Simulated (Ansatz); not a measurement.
# Cl4FHOW: the cost of one run

Program: Ansatz 0.2.0. Level of theory: RKS PBE/def2-SVP. These are calculated values, not measurements.

### Step 1. The system as given

Bond lengths: W1–F2 1.850 Å, W1–O3 1.940 Å, O3–H4 1.010 Å, W1–Cl5 2.390 Å, W1–Cl6 2.390 Å, W1–Cl7 2.390 Å, W1–Cl8 2.390 Å. Angles (14 of 16 angles, heavy atoms first): F2–W1–O3 90.0°, F2–W1–Cl5 90.0°, F2–W1–Cl6 90.0°, F2–W1–Cl7 90.0°, F2–W1–Cl8 180.0°, O3–W1–Cl5 90.0°, O3–W1–Cl6 180.0°, O3–W1–Cl7 90.0°, O3–W1–Cl8 90.0°, Cl5–W1–Cl6 90.0°, Cl5–W1–Cl7 180.0°, Cl5–W1–Cl8 90.0°, Cl6–W1–Cl7 90.0°, Cl6–W1–Cl8 90.0°.

As a file:

```xyz
8

W     0.0000    0.0000    0.0000
F     0.0000    0.0000    1.8500
O     1.9400    0.0000    0.0000
H     2.2771   -0.9519   -0.0197
Cl    0.0000    2.3900    0.0000
Cl   -2.3900    0.0000    0.0000
Cl    0.0000   -2.3900    0.0000
Cl    0.0000    0.0000   -2.3900
```

### Step 2. Relaxing the start

input.yaml

```yaml
crystal:
  periodic: [false, false, false]
  atoms:
    - { symbol: W, position_ang: [0.0, 0.0, 0.0] }
    - { symbol: F, position_ang: [0.0, 0.0, 1.85] }
    - { symbol: O, position_ang: [1.94, 0.0, 0.0] }
    - { symbol: H, position_ang: [2.2771, -0.9519, -0.0197] }
    - { symbol: Cl, position_ang: [0.0, 2.39, 0.0] }
    - { symbol: Cl, position_ang: [-2.39, 0.0, 0.0] }
    - { symbol: Cl, position_ang: [0.0, -2.39, 0.0] }
    - { symbol: Cl, position_ang: [0.0, 0.0, -2.39] }
basis:
  gaussian: { orbitals: def2-SVP }
hamiltonian:
  xc: pbe
relax:
  f_tol: 0.02
  max_steps: 40
output:
  orbitals: {}
```

Launch:

```sh
> ansatz run input.yaml --threads 4 --pin off --max-ram 5120MiB --backend cpu --events-out ev --progress --plain --runs-dir out
```

**Question.** How long does this run take on 4 threads of INTEL XEON PLATINUM 8581C at 2.30GHz (Emerald Rapids), shared host, and how much memory does it need?

About 15 s, with a peak of 0.24 GiB.
